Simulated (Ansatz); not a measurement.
## GaFe₃, space group Pm-3m: a scan of one input key, step by step

Program: Ansatz's Python interface.

The cells in order, each with its output:

```python
import ansatz
import pandas as pd
```

```python
lattice = ansatz.Lattice.of(
    [3.701, 0.0, 0.0],
    [0.0, 3.701, 0.0],
    [0.0, 0.0, 3.701],
)
sites = [
    ("Ga", [0.0, 0.0, 0.0]),
    ("Fe", [0.0, 0.5, 0.5]),
    ("Fe", [0.5, 0.0, 0.5]),
    ("Fe", [0.5, 0.5, 0.0]),
]
cell = ansatz.Crystal(lattice=lattice)
for symbol, position in sites:
    cell = cell.atom(symbol, position)
cell = cell.moments(Fe=3.5)
```

```python
[site.symbol for site in cell.resolved().sites]
```

    ['Ga', 'Fe', 'Fe', 'Fe']

```python
job = (
    cell.calculation()
    .occupations("Fermi-Dirac", width=0.05)
    .functional("r2scan")
    .kpoints(7, 7, 7)
    .spin(ansatz.SpinTreatment.COLLINEAR)
    .basis(530)
    .band_table()
)
typed = job.input()
rows = []
for value in [1, 2, 3]:
    edited = typed.set(ansatz.key.basis.xc_grid, value)
    summary = ansatz.Session.from_dict(edited).plan().execute().report
    rows.append((value, summary["free_energy_ev"], summary["n_iterations"], len(summary["eigenvalues_ev"][0]) if "eigenvalues_ev" in summary else 0))
print(pd.DataFrame(rows, columns=["xc grid", "F eV", "iterations", "bands listed"]).round(4).to_string(index=False))
```

     xc grid        F eV  iterations  bands listed
           1 -17248.4070          19            43
           2 -17248.4062          19            43
           3 -17248.4062          19            43

Total energies depend on the potentials; only differences at equal settings carry meaning. A total without «per atom» is that of the cell as typed. Other magnetic orders than the one started from may lie lower. For a metal this k-point mesh is coarse: on a finer one energies can move by several to tens of meV an atom and pressures by half a GPa or more, differences at one mesh by less. r2SCAN tends to overestimate the moments of itinerant magnets. The starting cell is as deposited in a crystallographic database; the results hold for this polymorph, which needn't be the stable one. Wall time of the script: 91 s on 1 thread of Arm Neoverse V1, with other jobs on the host, peak memory 0.61 GiB.
